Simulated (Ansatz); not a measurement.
# H₆N₃NbS: a ladder of functionals and wavefunction methods

The task here is to estimate one member of a computed series from the others.

The runs use Ansatz 0.2.0, Gaussian basis; functionals in def2-TZVPP, the program's frozen cores in correlated methods.

Levels to be run: LDA (SPW92), PBE-D4, revPBE-D4, BLYP-D4, r2SCAN-D4, B97M-V, PBE0-D4, B3LYP-D4, r2SCANh-D4, r2SCAN0-D4, HSE06-D4, BHLYP-D4, CAM-B3LYP-D4, LC-ωPBE, ωB97X-V, ωB97M-V, B2PLYP, PBE-QIDH; CCSD(T)/def2-SVP; CCSD(T)/def2-TZVPP; MP2/def2-QZVPP; extrapolation to the limit; RPA on PBE.

## The geometry

An earlier PBE0-D4 in a triple-zeta def2 set relaxation fixed the geometry. Nb takes the def2 core potential; no spin-orbit term is included.

SMILES `[NH2][Nb]([NH2])([NH2])=[S]`, 11 atoms, charge 0, spin multiplicity 1.

Atoms are counted from 1 here; the program's logs count them from 0.

Bond lengths: N1–Nb2 1.969 Å, N1–H6 1.010 Å, N1–H7 1.010 Å, Nb2–N3 1.969 Å, Nb2–N4 1.969 Å, Nb2–S5 2.156 Å, N3–H8 1.010 Å, N3–H9 1.010 Å, N4–H10 1.010 Å, N4–H11 1.010 Å. Angles: Nb2–N1–H6 124.2°, Nb2–N1–H7 124.0°, H6–N1–H7 110.1°, N1–Nb2–N3 108.5°, N1–Nb2–N4 108.5°, N1–Nb2–S5 110.4°, N3–Nb2–N4 108.5°, N3–Nb2–S5 110.4°, N4–Nb2–S5 110.4°, Nb2–N3–H8 124.2°, Nb2–N3–H9 124.0°, H8–N3–H9 110.1°, Nb2–N4–H10 124.2°, Nb2–N4–H11 124.0°, H10–N4–H11 110.1°.

Set-up of the first run:

The input, in.yaml:

```yaml
crystal:
  periodic: [false, false, false]
  atoms:
    - {symbol: N, position_ang: [-1.602713, 0.837902, -0.405434]}
    - {symbol: Nb, position_ang: [0.260614, 0.359318, 0.013728]}
    - {symbol: N, position_ang: [0.294642, -0.558227, 1.755476]}
    - {symbol: N, position_ang: [0.911868, -0.887791, -1.363704]}
    - {symbol: S, position_ang: [1.495190, 2.126248, 0.071263]}
    - {symbol: H, position_ang: [-1.987756, 1.765877, -0.300680]}
    - {symbol: H, position_ang: [-2.219424, 0.268193, -0.967504]}
    - {symbol: H, position_ang: [1.006112, -0.415955, 2.458279]}
    - {symbol: H, position_ang: [-0.499861, -1.035124, 2.158159]}
    - {symbol: H, position_ang: [1.517881, -0.623790, -2.127524]}
    - {symbol: H, position_ang: [0.888748, -1.893651, -1.271359]}
basis:
  gaussian: {orbitals: def2-TZVPP}
hamiltonian: {xc: lda}
output: {orbitals: {seedname: orbitals}}
```

Started as:

```console
$ ansatz run in.yaml --threads 4 --pin off --events-out ev --progress --plain --max-ram 11315MiB
```

Among the steps run: LDA; PBE-D4 (GGA); revPBE-D4 (GGA); BLYP-D4 (GGA); r2SCAN-D4 (meta-GGA); B97M-V (meta-GGA); B3LYP-D4 (hybrid); r2SCANh-D4 (hybrid); r2SCAN0-D4 (hybrid); HSE06-D4 (hybrid); BHLYP-D4 (hybrid); CAM-B3LYP-D4 (range-separated); LC-ωPBE (range-separated); ωB97X-V (range-separated); ωB97M-V (range-separated); B2PLYP (double hybrid); PBE-QIDH (double hybrid).

One of the session's tables, all rows but one given; the rest of the session is left out.

It belongs to the step «Frontier levels by functional». 

```
  functional  HOMO (eV)  gap (eV)
 LDA (SPW92)      -6.04      3.95
      PBE-D4          ?         ?
   revPBE-D4      -5.82      3.96
     BLYP-D4      -5.71      3.92
   r2SCAN-D4      -6.14      4.32
      B97M-V      -6.17      4.42
     PBE0-D4      -7.03      5.88
    B3LYP-D4      -6.79      5.45
  r2SCANh-D4      -6.57      5.04
  r2SCAN0-D4      -7.21      6.13
    HSE06-D4      -6.63      5.11
    BHLYP-D4      -8.02      7.81
CAM-B3LYP-D4      -8.29      8.22
     LC-ωPBE      -9.63     10.62
     ωB97X-V      -9.30     10.24
     ωB97M-V      -9.17     10.04
```

Q: Estimate the row for PBE-D4 from the others.

**Answer.** HOMO (eV): -5.88; gap (eV): 3.96. In the column «HOMO (eV)» it lies between LDA (SPW92) (-6.04) and revPBE-D4 (-5.82).
